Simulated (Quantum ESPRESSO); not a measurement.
# Cd2S: equation of state with LDA

The system is Cd2S.

```xyz
3
Lattice="3.9627 0.0000 0.0000 -1.9813 3.4318 0.0000 0.0000 0.0000 5.8092" Properties=species:S:1:pos:R:3 pbc="T T T"
Cd    0.0000    2.2878    5.4183
Cd    1.9813    1.1439    3.3620
S     0.0000    2.2878    2.1245
```

The cell comes from a database or a generator and needn't be the stable form of this composition.

```json
{
  "Program": "Quantum ESPRESSO 7.5",
  "Task": "equation of state",
  "Functional": "LDA",
  "Potentials or basis": "GBRV 1.5 LDA",
  "Cutoff": "612 eV",
  "Density cutoff": "4898 eV",
  "k mesh": "8 × 8 × 5",
  "Occupations": "fermi-dirac, width 0.05 eV",
  "Spin": "no spin polarisation"
}
```

- Equilibrium volume: 23.75 Å³/atom (rough: see the caveat)
- Bulk modulus at fixed shape and positions: 58 GPa (rough)

Energy against volume, from the lowest point:
```tsv
volume (Å³/atom)	energy (meV/atom)
24.753	0.00
25.280	8.76
25.806	20.44
26.333	34.67
26.860	51.16
27.386	69.60
27.913	89.75
```

All runs of the series together: 3.9 min on 2 threads of Arm Neoverse V1, with other jobs on the host.

Caveat: the minimum lies outside the volumes run; the cell was scaled at fixed shape and fractional positions, which overstates the stiffness of a crystal with free parameters, most of all of layers and chains.
